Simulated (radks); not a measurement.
**Taking charge from the 2p level of Cu in fractions**

One table from this session's results is given with a row withheld; the runs are named, their logs left out.

Method: non-relativistic Kohn-Sham, LDA (Slater exchange, Perdew-Wang correlation), spin-unpolarised, spherical densities, point nucleus. Code: radks (a radial shooting solver on a logarithmic mesh, Libxc functionals) version 1.

### The atom as given

```
element       : copper (Z = 29)
charge        : 0
electrons     : 29
configuration : [Ar] 3d10 4s1
```

Outer shells as boxes (Hund's rule):

Cu
```
[Ar] core
3d [↑↓][↑↓][↑↓][↑↓][↑↓]
4s [↑ ]
```

The first run:

Settings of this run:

```text
Z 29
configuration [Ar] 3d10 4s1
relativity non-relativistic
functional lda,pw
spin unpolarised
nucleus point
```

Among the steps run: Start: [Ar] 3d10 4s1.

One table of the session follows, with a row left open; its other results are not shown here.

It belongs to the step «Start: [Ar] 3d10 4s1». Radial moments (bohr):

| level | <r> | outermost maximum (interpolated) | 90 % within | nodes |
| --- | --- | --- | --- | --- |
| 1s | 0.05298 | 0.0349 | 0.0943 | 0 |
| 2s | 0.2391 | 0.200 | 0.370 | 1 |
| 2p | 0.2080 | 0.160 | 0.340 | 0 |
| 3s | ? | ? | ? | ? |
| 3p | 0.7550 | 0.623 | 1.17 | 1 |
| 3d | 1.039 | 0.598 | 1.89 | 0 |
| 4s | 2.954 | 2.30 | 4.61 | 3 |

Q: Estimate the row for 3s from the others.

The run gave: <r>: 0.7238; outermost maximum (interpolated): 0.622; 90 % within: 1.09; nodes: 2. In the column «<r>» it lies between 2s (0.2391) and 3p (0.7550).
